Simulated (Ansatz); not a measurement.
# WS2: the cost of one run

Method: DFT PBEsol, scalar-relativistic, plane waves, PAW, in Ansatz 0.2.0.

The COD entry's cell or inner coordinates are ideal or old and differ from later refinements, so a difference from it is no clean test against experiment.

## Step 1: The system as given

It takes space group P6_3/mmc (No. 194, hexagonal). Conventional cell: a = 3.180 Å, b = 3.180 Å, c = 12.500 Å, α = 90.00°, β = 90.00°, γ = 120.00°. W (site symmetry -6m2) has 6 S at 2.45 Å in its first shell of neighbours. S (site symmetry 3m) has 3 W at 2.45 Å in its first shell of neighbours.

Coordinates:

```cif
data_structure
_symmetry_space_group_name_H-M 'P 1'
_symmetry_Int_Tables_number 1
_cell_length_a 3.1800
_cell_length_b 3.1800
_cell_length_c 12.5000
_cell_angle_alpha 90.000
_cell_angle_beta 90.000
_cell_angle_gamma 120.000
_cell_volume 109.47
loop_
_atom_site_label
_atom_site_type_symbol
_atom_site_fract_x
_atom_site_fract_y
_atom_site_fract_z
_atom_site_occupancy
W1 W 0.33333 0.66667 0.25000 1
W2 W 0.66667 0.33333 0.75000 1
S1 S 0.33333 0.66667 0.62000 1
S2 S 0.66667 0.33333 0.12000 1
S3 S 0.33333 0.66667 0.88000 1
S4 S 0.66667 0.33333 0.38000 1
```

Source of the structure: the Crystallography Open Database.

## Step 2: Probe: one point at the start

File input.yaml:

```yaml
crystal:
  lattice:
    - [3.1799996605, 0.0, 0.0]
    - [-1.5899998303, 2.75396049, 0.0]
    - [0.0, 0.0, 12.5]
  atoms:
    - { symbol: W, position: [0.3333333333, 0.6666666667, 0.25] }
    - { symbol: W, position: [0.6666666667, 0.3333333333, 0.75] }
    - { symbol: S, position: [0.3333333333, 0.6666666667, 0.62] }
    - { symbol: S, position: [0.6666666667, 0.3333333333, 0.12] }
    - { symbol: S, position: [0.3333333333, 0.6666666667, 0.88] }
    - { symbol: S, position: [0.6666666667, 0.3333333333, 0.38] }
basis:
  ecutwfc: 420
kpoints:
  mp_grid: { grid: [6, 6, 2] }
hamiltonian:
  xc: pbesol
scf:
  occupations: { method: gaussian, width: 0.1 }
output:
  forces: true
  stress: true
  eigenvalues: true
```

Started as:

```sh
$ ansatz run input.yaml --threads 2 --pin off --max-ram 5120MiB --backend cpu --events-out ev --progress --plain --runs-dir out
```

Q: Estimate wall time and peak memory on 2 threads of Arm Neoverse V2, shared host.

About 1.5 s, with a peak of 0.38 GiB.
